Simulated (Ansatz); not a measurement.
Working through energies of removing a hydrogen of AlH₅O₃Se, SMILES [OH][Al-]([OH])([OH])[SeH2+]

With Ansatz 0.2.0, Python API.

The script reads `alh5o3se.xyz`:
```text
10

O    -1.22180   -0.01630   -1.32140
Al    0.03900   -0.38930   -0.12160
O     1.32090   -1.36410   -0.96430
O    -0.60500   -1.35640    1.24800
Se    0.99230    1.63130    0.73890
H    -1.86990    0.66440   -0.84800
H     2.05910   -1.51630   -0.24180
H    -1.01280   -2.15530    0.80530
H    -0.39300    2.11000    1.27740
H     0.77430    2.34080   -0.56950
```

Typed at the interpreter:
```pycon
>>> from dataclasses import dataclass
>>> import ansatz as az
>>> @dataclass(frozen=True)
... class Settings:
...     basis: str = "def2-SVPD"
...     functional: str = "r2scan0"
...
>>> cfg = Settings()
>>> def energy_of(molecule, charge=0, unpaired=0):
...     calc = molecule.calculation().basis(gaussian=cfg.basis).functional(cfg.functional)
...     if charge:
...         calc = calc.charge(charge)
...     if unpaired:
...         calc = calc.spin("collinear", total=unpaired)
...     return calc.run(threads=1, pin="off").report["free_energy_ev"]
...
>>> def without(molecule, index):
...     rest = az.Crystal.molecule()
...     for i, site in enumerate(molecule.cartesian_sites):
...         if i != index:
...             rest = rest.atom(site.symbol, site.position_ang)
...     return rest
...
>>> system = az.Crystal.molecule_from_extxyz("alh5o3se.xyz")
>>> whole = energy_of(system, 0)

>>> hydrogen = energy_of(az.Crystal.molecule().atom("H", (0, 0, 0)), 0, 1)
>>> print(f"E(molecule) = {whole:.5f} eV, E(H) = {hydrogen:.5f} eV")
E(molecule) = -78153.23371 eV, E(H) = -13.58464 eV
>>> for index in [7, 9]:
...     radical = energy_of(without(system, index), 0, 1)
...     print(f"H{index}: homolysis {(radical + hydrogen - whole):.3f} eV")
...
H7: homolysis 5.134 eV
H9: homolysis 3.568 eV
```

Total energies depend on the basis set; only differences at equal settings carry meaning. The geometry is a force-field or estimated start, not a minimum of this method, and the basis set is short of its limit. All parts are taken at fixed geometry, without zero-point energy. The spin-orbit lowering of heavy atoms is left out. Wall time of the script: 110 s on 1 thread of Intel(R) Xeon(R) 6975P-C (Granite Rapids), on a shared host, peak memory 1.1 GiB.

(Lines on the test bed's own set-up are left out of the output.)
